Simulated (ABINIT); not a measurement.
Crystal: Ge.

```
Ge
1.0
    -2.61937    2.61937    2.61937
     2.61937   -2.61937    2.61937
     2.61937    2.61937   -2.61937
Ge
3
Direct
  0.50000 0.00000 0.50000
  0.50000 0.50000 0.00000
  0.00000 0.50000 0.50000
```

The cell was built by a generator and needn't be a form met in nature.

* Program: ABINIT 10.8.3 (patched build)
* Task: relaxation of cell and atoms
* Functional: PBEsol
* Potentials or basis: PseudoDojo NC SR PBEsol v0.4.1 standard
* Cutoff: 1061 eV
* k mesh: 5 × 5 × 5
* Occupations: fermi-dirac, width 0.05 eV
* Spin: no spin polarisation

At the start: pressure -2.8 GPa; volume 23.96 Å³/atom.

Task: Where does the relaxation end?

Result: Over 5 steps the energy falls by 11.7 meV/atom and the volume is 22.69 Å³/atom (-5.3 %); space group Im-3m (No. 229, to 0.05 Å).

Step by step:
```csv
step,energy change (eV),largest force (eV/Å),pressure (GPa),volume (Å³)
1,0.0000,0.0000,-2.82,71.89
2,-0.0101,0.0000,-2.42,71.27
3,-0.0350,0.0000,0.25,67.78
4,-0.0352,0.0000,-0.01,68.09
5,-0.0352,0.0000,0.00,68.07
```

Final structure:
```xyz
3
Lattice="-2.5722 2.5722 2.5722 2.5722 -2.5722 2.5722 2.5722 2.5722 -2.5722" Properties=species:S:1:pos:R:3 pbc="T T T"
Ge    0.0000    2.5722    0.0000
Ge    0.0000    0.0000    2.5722
Ge    2.5722    0.0000    0.0000
```
